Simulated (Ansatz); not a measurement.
# MoS2: the cost of one run

Program: Ansatz 0.2.0. Level of theory: DFT PBE, scalar-relativistic, plane waves, PAW, and further levels as typed in the inputs. These are calculated values, not measurements.

## 1. Starting point

It takes space group P6_3/mmc (No. 194, hexagonal). Conventional cell: a = 3.160 Å, b = 3.160 Å, c = 12.294 Å, α = 90.00°, β = 90.00°, γ = 120.00°. Mo (site symmetry -6m2) is surrounded by 6 S at 2.42 Å. S (site symmetry 3m) is surrounded by 3 Mo at 2.42 Å.

Coordinates:

```xyz
6
Lattice="3.1600 0.0000 0.0000 -1.5800 2.7366 0.0000 0.0000 0.0000 12.2940" Properties=species:S:1:pos:R:3 pbc="T T T"
Mo    0.0000    1.8244    3.0735
Mo    1.5800    0.9122    9.2205
S     0.0000    1.8244    7.6346
S     1.5800    0.9122    4.6594
S     1.5800    0.9122    1.4876
S     0.0000    1.8244   10.8064
```

## 2. Single point: MoS2, no spin

input.yaml reads:

```yaml
crystal:
  lattice:
    - [3.16, 0.0, 0.0]
    - [-1.58, 2.73664028, 0.0]
    - [0.0, 0.0, 12.294]
  atoms:
    - { symbol: Mo, position: [0.33333333, 0.66666667, 0.25] }
    - { symbol: Mo, position: [0.66666667, 0.33333333, 0.75] }
    - { symbol: S, position: [0.33333333, 0.66666667, 0.621] }
    - { symbol: S, position: [0.66666667, 0.33333333, 0.379] }
    - { symbol: S, position: [0.66666667, 0.33333333, 0.121] }
    - { symbol: S, position: [0.33333333, 0.66666667, 0.879] }
scf:
  occupations: { method: gaussian, width: 0.03 }
output:
  eigenstates: { nscf_kmesh: { grid: [12, 12, 4] } }
hamiltonian:
  xc: pbe
kpoints:
  mp_grid: { grid: [10, 10, 3] }
```

Launch:

```
> ansatz run input.yaml --threads 4 --pin off --max-ram 12288MiB --backend cpu --events-out ev --progress --plain --runs-dir out
```

**Question.** How long does this run take on 4 threads of Intel Xeon Platinum 8259CL at 2.50GHz (Skylake/Cascade Lake), shared host, and how much memory does it need?

About 5.7 s, with a peak of 0.47 GiB.
